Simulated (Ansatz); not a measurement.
# C2H6F2Si: basis-set convergence

An exercise on one series of results from a longer session: the logs are not shown, and one member is left open.

Program: Ansatz 0.2.0, Gaussian basis. Level of theory: one geometry, several basis sets. These are calculated values, not measurements.

Levels to be run: PBE0-D4/def2-SVP; ωB97M-V/def2-SVP; PBE0-D4/def2-QZVPP; ωB97M-V/def2-QZVPP; the functionals' def2-TZVPP values are taken from earlier runs.

### The relaxed structure

The geometry comes from an earlier relaxation with PBE0-D4 in a triple-zeta def2 set; it is a stationary point, not always the lowest conformer.

SMILES `CC[SiH](F)F`, 11 atoms, charge 0, spin multiplicity 1.

Atoms are counted from 1 here; the program's logs count them from 0.

Bond lengths: C1–C2 1.529 Å, C1–H6 1.092 Å, C1–H7 1.092 Å, C1–H8 1.092 Å, C2–Si3 1.846 Å, C2–H9 1.096 Å, C2–H10 1.096 Å, Si3–F4 1.592 Å, Si3–F5 1.592 Å, Si3–H11 1.478 Å. Angles: C2–C1–H6 111.2°, C2–C1–H7 111.3°, C2–C1–H8 111.3°, H6–C1–H7 107.7°, H6–C1–H8 107.7°, H7–C1–H8 107.5°, C1–C2–Si3 114.1°, C1–C2–H9 110.7°, C1–C2–H10 110.7°, Si3–C2–H9 107.5°, Si3–C2–H10 107.5°, H9–C2–H10 105.8°, C2–Si3–F4 109.9°, C2–Si3–F5 109.9°, C2–Si3–H11 114.9°, F4–Si3–F5 106.4°, F4–Si3–H11 107.7°, F5–Si3–H11 107.7°.

The first run:

in.yaml

```yaml
crystal:
  periodic: [false, false, false]
  atoms:
    - {symbol: C, position_ang: [-0.862061, 0.774630, -0.807148]}
    - {symbol: C, position_ang: [-0.303317, -0.565431, -0.327600]}
    - {symbol: Si, position_ang: [1.009935, -0.417981, 0.961944]}
    - {symbol: F, position_ang: [2.222988, 0.448617, 0.402365]}
    - {symbol: F, position_ang: [0.441804, 0.367058, 2.225503]}
    - {symbol: H, position_ang: [-1.633143, 0.631181, -1.566973]}
    - {symbol: H, position_ang: [-1.308567, 1.336096, 0.016240]}
    - {symbol: H, position_ang: [-0.078814, 1.398094, -1.243510]}
    - {symbol: H, position_ang: [0.119053, -1.131838, -1.166012]}
    - {symbol: H, position_ang: [-1.102018, -1.193475, 0.084442]}
    - {symbol: H, position_ang: [1.559339, -1.703953, 1.441247]}
basis:
  gaussian: {orbitals: def2-SVP}
hamiltonian: {xc: pbe0, dispersion: d4}
output: {orbitals: {seedname: orbitals}}
```

Run with:

```console
> ansatz run in.yaml --threads 4 --pin off --events-out ev --progress --plain --max-ram 10444MiB
```

Steps of the session up to this table: PBE0-D4 in def2-SVP; ωB97M-V in def2-SVP; PBE0-D4 in def2-QZVPP; ωB97M-V in def2-QZVPP.

One table of the session follows, with a row left open; its other results are not shown here.

It belongs to the step «Functionals by basis». 

```
functional       basis  HOMO (eV)  LUMO (eV)
   PBE0-D4    def2-SVP          ?          ?
   PBE0-D4  def2-TZVPP      -8.83       0.89
   PBE0-D4  def2-QZVPP      -8.84       0.52
   ωB97M-V    def2-SVP     -11.02       3.21
   ωB97M-V  def2-TZVPP     -11.08       2.44
   ωB97M-V  def2-QZVPP     -11.09       1.76
```

Q: Estimate the row for PBE0-D4, def2-SVP from the others.

**Answer.** HOMO (eV): -8.79; LUMO (eV): 1.49. In the column «HOMO (eV)» it is the highest.
